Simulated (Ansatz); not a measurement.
# BH5Se (SMILES [BH3-][SeH2+]): single points off equilibrium

One table from this session's results is given with a row withheld; the runs are named, their logs left out.

Computed with Ansatz 0.2.0, Gaussian basis. Level: single points in def2-TZVPP.

Correlated methods freeze the cores. Filled d shells of the heavier atoms are correlated.

## Where the work starts

SMILES `[BH3-][SeH2+]`, 7 atoms, charge 0, spin multiplicity 1.

Atoms are counted from 1 here; the program's logs count them from 0.

Bond lengths: B1–Se2 2.125 Å, B1–H3 1.173 Å, B1–H4 1.205 Å, B1–H5 1.194 Å, Se2–H6 1.421 Å, Se2–H7 1.464 Å. Angles: Se2–B1–H3 105.3°, Se2–B1–H4 102.1°, Se2–B1–H5 102.5°, H3–B1–H4 113.3°, H3–B1–H5 117.3°, H4–B1–H5 114.0°, B1–Se2–H6 103.0°, B1–Se2–H7 104.2°, H6–Se2–H7 90.3°.

Coordinates:

```
B    -0.68710   -0.41500   -0.47620
Se    0.98730    0.78070    0.05520
H    -0.98380   -0.98490    0.50500
H    -0.22430   -1.13570   -1.32420
H    -1.45920    0.39430   -0.89500
H     0.56590    1.40420    1.26090
H     1.84970   -0.12590    0.81540
```

Set-up of the first run:

Input file run/in.yaml:

```yaml
crystal:
  periodic: [false, false, false]
  atoms:
    - {symbol: B, position_ang: [-0.687100, -0.415000, -0.476200]}
    - {symbol: Se, position_ang: [0.987300, 0.780700, 0.055200]}
    - {symbol: H, position_ang: [-0.983800, -0.984900, 0.505000]}
    - {symbol: H, position_ang: [-0.224300, -1.135700, -1.324200]}
    - {symbol: H, position_ang: [-1.459200, 0.394300, -0.895000]}
    - {symbol: H, position_ang: [0.565900, 1.404200, 1.260900]}
    - {symbol: H, position_ang: [1.849700, -0.125900, 0.815400]}
basis:
  gaussian: {orbitals: def2-TZVPP}
correlation: {method: ccsd_t}
output: {forces: true}
```

No record of the launch command was kept for these runs.

Steps of the session up to this table: CCSD(T)/def2-TZVPP; PBE0-D4/def2-TZVPP; wB97M-V/def2-TZVPP; r2SCAN-D4/def2-TZVPP; PBE-D4/def2-TZVPP; BLYP-D4/def2-TZVPP; LC-wPBE/def2-TZVPP.

One table of the session follows, with a row left open; its other results are not shown here.

| method | RMS force component (eV/Å) | angle to CCSD(T) forces (°) | dipole (D) |
| --- | --- | --- | --- |
| CCSD(T) | 0.393 | reference | 3.87 |
| PBE0-D4 | 0.440 | 11.8 | 3.81 |
| wB97M-V | 0.391 | 6.2 | 3.84 |
| r2SCAN-D4 | 0.438 | 10.7 | 3.80 |
| PBE-D4 | ? | ? | ? |
| BLYP-D4 | 0.546 | 18.1 | 3.73 |
| LC-wPBE | 0.375 | 13.0 | 3.91 |

Estimate the missing values for PBE-D4.

As computed: RMS force component (eV/Å): 0.553; angle to CCSD(T) forces (°): 20.8; dipole (D): 3.76. In the column «RMS force component (eV/Å)» it is the highest.
